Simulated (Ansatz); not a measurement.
# NbAs: the cost of one run

Program: Ansatz 0.2.0. Level of theory: DFT LDA, scalar-relativistic. These are calculated values, not measurements.

2 further runs of the same task are left out: 2 that didn't finish. Runs told in other sessions of the task aren't counted.

### 1 The starting structure

It takes space group I4_1md (No. 109, tetragonal). The conventional cell has a = 3.452 Å, b = 3.452 Å, c = 11.680 Å, α = 90.00°, β = 90.00°, γ = 90.00°. Nb (site symmetry 2mm) has 6 As at 2.60 to 2.63 Å in its first shell of neighbours. Around As (site symmetry 2mm) lie 6 Nb at 2.60 to 2.63 Å.

As a file:

```cif
data_structure
_symmetry_space_group_name_H-M 'P 1'
_symmetry_Int_Tables_number 1
_cell_length_a 6.3295
_cell_length_b 6.3295
_cell_length_c 6.3295
_cell_angle_alpha 148.354
_cell_angle_beta 148.354
_cell_angle_gamma 45.363
_cell_volume 69.58
loop_
_atom_site_label
_atom_site_type_symbol
_atom_site_fract_x
_atom_site_fract_y
_atom_site_fract_z
_atom_site_occupancy
Nb1 Nb 0.75000 0.75000 0.00000 1
Nb2 Nb 0.50000 0.00000 0.50000 1
As1 As 0.16600 0.16600 0.00000 1
As2 As 0.91600 0.41600 0.50000 1
```

Atoms are numbered in the order of the input: Nb1, Nb2, As3, As4.

### 2 Volume × 0.96, LAPW

Contents of input.yaml:

```yaml
crystal:
  lattice:
    - [-1.7025248434, 1.7025248434, 5.7610714056]
    - [1.7025248434, -1.7025248434, 5.7610714056]
    - [1.7025248434, 1.7025248434, -5.7610714056]
  atoms:
    - { symbol: Nb, position: [0.75, 0.75, 0.0] }
    - { symbol: Nb, position: [0.5, 0.0, 0.5] }
    - { symbol: As, position: [0.166, 0.166, 0.0] }
    - { symbol: As, position: [0.916, 0.416, 0.5] }
kpoints:
  mp_grid: { grid: [15, 15, 15] }
  band_path:
    path:
      - [0.0, 0.0, 0.0]
      - [0.0, 0.0, 0.5]
      - [0.25, 0.25, 0.25]
      - [0.0, 0.5, 0.0]
      - [0.0, 0.0, 0.0]
      - [0.5, 0.5, -0.5]
      - [0.2718333516, 0.7281666484, -0.2718333516]
      - [-0.2718333516, 0.2718333516, 0.2718333516]
      - [0.0, 0.0, 0.0]
    npoints: 5
scf:
  occupations: { method: fermi_dirac, width: 0.08 }
hamiltonian:
  xc: lda
  pseudopotentials: { kind: all_electron, lapw: { basis_error: 0.0005 } }
output:
  forces: true
  stress: true
  eigenvalues: true
```

Command:

```console
ansatz run input.yaml --threads 1 --pin off --max-ram 4096MiB --backend cpu --events-out ev --progress --plain --runs-dir out
```

Q: Estimate wall time and peak memory on 1 thread of Intel Xeon 6975P-C (Granite Rapids), shared host.

About 8.5 min, with a peak of 2.4 GiB.
